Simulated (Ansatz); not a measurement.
# TiAl: the cost of one run

Method: DFT r2SCAN, scalar-relativistic, plane waves, PAW, in Ansatz 0.2.0.

1 further run of the same task is left out (set aside as unsound or not needed).

### Step 1. The structure to begin with

Symmetry: P4/mmm, No. 123, tetragonal system. Conventional cell: a = 2.811 Å, b = 2.811 Å, c = 4.065 Å, α = 90.00°, β = 90.00°, γ = 90.00°. Ti (site symmetry 4/mmm) is surrounded by 4 Ti at 2.81 Å and 8 Al at 2.84 Å. Al (site symmetry 4/mmm) is surrounded by 4 Al at 2.81 Å and 8 Ti at 2.84 Å.

Structure file:

```xyz
2
Lattice="2.8106 0.0000 0.0000 0.0000 2.8106 0.0000 0.0000 0.0000 4.0650" Properties=species:S:1:pos:R:3 pbc="T T T"
Ti    0.0000    0.0000    0.0000
Al    1.4053    1.4053    2.0325
```

It is the result of an earlier relaxation at this level (volume 16.06 Å³/atom; gap on the mesh: none (metal)).

### Step 2. Bulk reference on the slab's mesh

File input.yaml:

```yaml
crystal:
  lattice:
    - [2.810562101, 0.0, 0.0]
    - [0.0, 2.810562101, 0.0]
    - [0.0, 0.0, 4.0650007537]
  atoms:
    - { symbol: Ti, position: [0.0, 0.0, 0.0] }
    - { symbol: Al, position: [0.5, 0.5, 0.5] }
basis:
  ecutwfc: 500
kpoints:
  mp_grid: { grid: [12, 12, 9] }
hamiltonian:
  xc: r2scan
scf:
  occupations: { method: gaussian, width: 0.1 }
output:
  forces: true
  stress: true
  eigenvalues: true
```

On the command line:

```sh
> ansatz run input.yaml --threads 1 --pin off --max-ram 2560MiB --backend cpu --events-out ev --progress --plain --runs-dir out
```

**Question.** How long does this run take on 1 thread of AMD EPYC 9R45 (Zen 5), shared host, and how much memory does it need?

About 3.1 s, with a peak of 0.46 GiB.
